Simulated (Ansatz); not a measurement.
# BH6NO2Si2: the cost of one run

All numbers below are computed with Ansatz 0.2.0 (RKS PBE/6-31G*).

## Step 1: The starting structure

Bond lengths: N1–Si2 1.824 Å, Si2–B3 1.893 Å, B3–O4 1.446 Å, O4–Si5 1.802 Å, Si2–O6 1.712 Å, Si5–O6 1.745 Å, N1–H7 1.065 Å, N1–H8 1.012 Å, Si2–H9 1.511 Å, B3–H10 1.210 Å, Si5–H11 1.453 Å, Si5–H12 1.448 Å. Angles (14 of 20 angles, heavy atoms first): N1–Si2–B3 109.0°, N1–Si2–O6 111.7°, B3–Si2–O6 100.5°, Si2–B3–O4 116.2°, B3–O4–Si5 98.7°, O4–Si5–O6 109.7°, Si2–O6–Si5 103.4°, N1–Si2–H9 111.0°, B3–Si2–H9 112.4°, O6–Si2–H9 111.8°, Si2–N1–H7 102.3°, Si2–N1–H8 104.3°, Si2–B3–H10 115.2°, O4–B3–H10 117.1°.

Structure file:

```xyz
12

N    -0.4355   -1.1070    1.8642
Si   -0.1910    0.4535    0.9529
B     1.4821    0.3964    0.0684
O     1.4907    0.8347   -1.3093
Si   -0.1880    0.3569   -1.7577
O    -1.2477    0.5760   -0.3884
H    -1.4386   -1.0123    2.2101
H    -0.4149   -1.8212    1.1474
H    -0.3157    1.6444    1.8746
H     2.1822   -0.5494    0.3502
H    -0.2097   -1.0434   -2.1457
H    -0.6368    1.2164   -2.8326
```

## Step 2: Relaxing end A

input.yaml reads:

```yaml
crystal:
  periodic: [false, false, false]
  atoms:
    - { symbol: "N", position_ang: [-0.4355, -1.107, 1.8642] }
    - { symbol: Si, position_ang: [-0.191, 0.4535, 0.9529] }
    - { symbol: B, position_ang: [1.4821, 0.3964, 0.0684] }
    - { symbol: O, position_ang: [1.4907, 0.8347, -1.3093] }
    - { symbol: Si, position_ang: [-0.188, 0.3569, -1.7577] }
    - { symbol: O, position_ang: [-1.2477, 0.576, -0.3884] }
    - { symbol: H, position_ang: [-1.4386, -1.0123, 2.2101] }
    - { symbol: H, position_ang: [-0.4149, -1.8212, 1.1474] }
    - { symbol: H, position_ang: [-0.3157, 1.6444, 1.8746] }
    - { symbol: H, position_ang: [2.1822, -0.5494, 0.3502] }
    - { symbol: H, position_ang: [-0.2097, -1.0434, -2.1457] }
    - { symbol: H, position_ang: [-0.6368, 1.2164, -2.8326] }
basis:
  gaussian: { orbitals: "6-31G*" }
hamiltonian:
  xc: pbe
relax:
  f_tol: 0.015
  max_steps: 40
```

Launch:

```bash
ansatz run input.yaml --threads 2 --pin off --max-ram 3072MiB --backend cpu --events-out ev --progress --plain --runs-dir out
```

Q: Estimate wall time and peak memory on 2 threads of Intel Xeon Platinum 8488C (Sapphire Rapids), shared host.

About 26 s, with a peak of 0.17 GiB.
